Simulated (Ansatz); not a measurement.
# ClF2H4NZn: the cost of one run

Program: Ansatz 0.2.0. Level of theory: RKS revPBE-D4/def2-SVP. These are calculated values, not measurements.

### Step 1. The system as given

Bond lengths: Zn1–N2 2.253 Å, Zn1–Cl3 2.080 Å, Zn1–F5 2.127 Å, N2–H8 1.009 Å, N2–H9 1.010 Å. Angles: Zn1–N2–H8 115.6°, Zn1–N2–H9 114.3°, H8–N2–H9 108.6°, N2–Zn1–Cl3 158.0°, N2–Zn1–F5 89.3°, Cl3–Zn1–F5 112.5°.

As a file:

```xyz
9

Zn   -0.3851   -1.3352   -0.5844
N     1.2152    0.0647    0.1595
Cl   -1.2381   -3.1143   -1.2433
H    -1.3463    1.1505    0.2628
F    -1.8323    0.1887   -0.2591
H     0.4601    1.0987    0.5400
F    -0.4793    1.8274    0.7372
H     1.7562   -0.2679    0.9440
H     1.8496    0.3874   -0.5565
```

### Step 2. A restrained relaxation towards end A

Springs on the bonds that form and break draw the guess towards this end; the thresholds are loose.

The input, input.yaml:

```yaml
crystal:
  periodic: [false, false, false]
  atoms:
    - { symbol: Zn, position_ang: [-0.3851, -1.3352, -0.5844] }
    - { symbol: "N", position_ang: [1.2152, 0.0647, 0.1595] }
    - { symbol: Cl, position_ang: [-1.2381, -3.1143, -1.2433] }
    - { symbol: H, position_ang: [-1.3463, 1.1505, 0.2628] }
    - { symbol: F, position_ang: [-1.8323, 0.1887, -0.2591] }
    - { symbol: H, position_ang: [0.4601, 1.0987, 0.54] }
    - { symbol: F, position_ang: [-0.4793, 1.8274, 0.7372] }
    - { symbol: H, position_ang: [1.7562, -0.2679, 0.944] }
    - { symbol: H, position_ang: [1.8496, 0.3874, -0.5565] }
basis:
  gaussian: { orbitals: def2-SVP }
hamiltonian:
  xc: revpbe
  dispersion: d4
relax:
  f_tol: 0.15
  max_steps: 25
  restrain:
    - { distance: [0, 4], at: 3.09, k: 30.0 }
    - { distance: [3, 6], at: 2.18, k: 30.0 }
    - { distance: [5, 1], at: 2.32, k: 30.0 }
    - { distance: [0, 1], at: 1.93, k: 30.0 }
    - { distance: [3, 4], at: 0.88, k: 30.0 }
    - { distance: [5, 6], at: 0.88, k: 30.0 }
```

Started as:

```sh
> ansatz run input.yaml --threads 2 --pin off --max-ram 3072MiB --backend cpu --events-out ev --progress --plain --runs-dir out
```

**Question.** How long does this run take on 2 threads of Arm Neoverse V1, shared host, and how much memory does it need?

About 22 s, with a peak of 0.16 GiB.
